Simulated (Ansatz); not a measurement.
# Cs3Mg: the cost of one run

Computed with Ansatz 0.2.0 (DFT PBE, scalar-relativistic, plane waves, PAW, unless a step's input says otherwise).

**1. Starting point**

The structure is cubic, space group Pm-3m (No. 221). Conventional cell: a = 5.331 Å, b = 5.331 Å, c = 5.331 Å, α = 90.00°, β = 90.00°, γ = 90.00°. Around Cs (site symmetry 4/mmm) lie 8 Cs at 3.77 Å and 4 Mg at 3.77 Å. Mg (site symmetry m-3m) has 12 Cs at 3.77 Å as nearest neighbours.

As a file:

```
CELL_PARAMETERS angstrom
5.33111 0.00000 0.00000
0.00000 5.33111 0.00000
0.00000 0.00000 5.33111
ATOMIC_POSITIONS crystal
Cs 0.00000 0.50000 0.50000
Cs 0.50000 0.00000 0.50000
Cs 0.50000 0.50000 0.00000
Mg 0.00000 0.00000 0.00000
```

This is candidate A: Cu3Au (L1_2) type (Pm-3m, No. 221).

(A quick probe on a coarse mesh, which set the mesh and smearing, is not shown.)

**3. Coarse relaxation (candidate A)**

The input, input.yaml:

```yaml
crystal:
  lattice:
    - [5.3311092103, 0.0, 0.0]
    - [0.0, 5.3311092103, 0.0]
    - [0.0, 0.0, 5.3311092103]
  atoms:
    - { symbol: Cs, position: [0.0, 0.5, 0.5] }
    - { symbol: Cs, position: [0.5, 0.0, 0.5] }
    - { symbol: Cs, position: [0.5, 0.5, 0.0] }
    - { symbol: Mg, position: [0.0, 0.0, 0.0] }
basis:
  ecutwfc: 420
kpoints:
  mp_grid: { grid: [4, 4, 4] }
hamiltonian:
  xc: pbe
scf:
  occupations: { method: gaussian, width: 0.1 }
  lower_state_search: "off"
output:
  forces: true
  stress: true
  eigenvalues: true
relax:
  adjacent_minimum: "off"
  f_tol: 0.04
  max_steps: 70
  cell: { stress_tol: 0.4 }
```

On the command line:

```bash
ansatz run input.yaml --threads 1 --pin off --max-ram 2560MiB --backend cpu --events-out ev --progress --plain --runs-dir out
```

Q: Estimate wall time and peak memory on 1 thread of Intel Xeon Platinum 8488C (Sapphire Rapids), shared host.

About 32 s, with a peak of 0.51 GiB.
